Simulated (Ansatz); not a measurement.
This was printed by a script on Ansatz 0.2.0 through its Python package, for a single point in a Gaussian basis of CH₅ISi, SMILES C[SiH2]I. What did the script look like? Level of theory: B2PLYP, def2-TZVP basis, multiplicity 1.

```yaml
atoms:
  - { symbol: C, position_ang: [-0.6327, 0.6918, -0.1200] }
  - { symbol: Si, position_ang: [0.4894, -0.6871, -0.0920] }
  - { symbol: I, position_ang: [1.6541, -0.6858, 2.0364] }
  - { symbol: H, position_ang: [-1.1560, 0.7751, -1.0819] }
  - { symbol: H, position_ang: [-0.1559, 1.6852, -0.0447] }
  - { symbol: H, position_ang: [-1.4188, 0.6863, 0.6730] }
  - { symbol: H, position_ang: [1.5114, -0.5707, -1.1871] }
  - { symbol: H, position_ang: [-0.1993, -1.9519, -0.2395] }
```

Running `python energy_ch5isi.py` prints:
```text
crystal:
  periodic: [false, false, false]
  atoms:
    - { symbol: C, position_ang: [-0.6327, 0.6918, -0.12] }
    - { symbol: Si, position_ang: [0.4894, -0.6871, -0.092] }
    - { symbol: I, position_ang: [1.6541, -0.6858, 2.0364] }
    - { symbol: H, position_ang: [-1.156, 0.7751, -1.0819] }
    - { symbol: H, position_ang: [-0.1559, 1.6852, -0.0447] }
    - { symbol: H, position_ang: [-1.4188, 0.6863, 0.673] }
    - { symbol: H, position_ang: [1.5114, -0.5707, -1.1871] }
    - { symbol: H, position_ang: [-0.1993, -1.9519, -0.2395] }
basis:
  gaussian:
    orbitals: def2-TZVP
hamiltonian:
  xc:
    name: B2PLYP

reference energy    -17083.170286 eV
total energy        -17089.987129 eV
occupied (up, down): [15, 15]  virtual: [123, 123]  frozen: 10
```

The script that was run (others could print the same):

The script, `energy_ch5isi.py`:
```python
# -*- coding: utf-8 -*-
"""Electronic structure of the CH5ISi molecule."""

import warnings

import ansatz as az


def main():
    warnings.simplefilter("ignore", az.DeckWarning)

    geometry_ang = [
        ("C", [-0.6327, 0.6918, -0.12]),
        ("Si", [0.4894, -0.6871, -0.092]),
        ("I", [1.6541, -0.6858, 2.0364]),
        ("H", [-1.156, 0.7751, -1.0819]),
        ("H", [-0.1559, 1.6852, -0.0447]),
        ("H", [-1.4188, 0.6863, 0.673]),
        ("H", [1.5114, -0.5707, -1.1871]),
        ("H", [-0.1993, -1.9519, -0.2395]),
    ]
    mol = az.Crystal.molecule()
    for symbol, xyz in geometry_ang:
        mol = mol.atom(symbol, xyz)

    model = mol.calculation()
    model = model.basis(gaussian="def2-TZVP").functional(az.LibraryFunctional("B2PLYP"))
    print(model.to_yaml())
    res = model.run(threads=1, pin="off")
    report = res.report

    print("reference energy %16.6f eV" % report["reference_energy_ev"])
    print("total energy     %16.6f eV" % report["free_energy_ev"])
    print("occupied (up, down):", report["n_occupied"], " virtual:", report["n_virtual"], " frozen:", report["n_frozen"])


if __name__ == "__main__":
    main()
```

Reading the output:
- Total energies depend on the basis set; only differences at equal settings carry meaning.
- The geometry is a force-field or estimated start, not a minimum of this method, and the basis set is short of its limit.
- def2 sets replace the cores of elements past krypton by effective core potentials.
- For a double hybrid the total adds scaled second-order correlation to the self-consistent reference.
- Timing: 6.9 s on 1 thread of Arm Neoverse V2 (shared host), peak memory 0.34 GiB.

(A comment or docstring line of the script was reworded after the run, the code is as it ran; lines on the test bed's own set-up are left out of the output.)
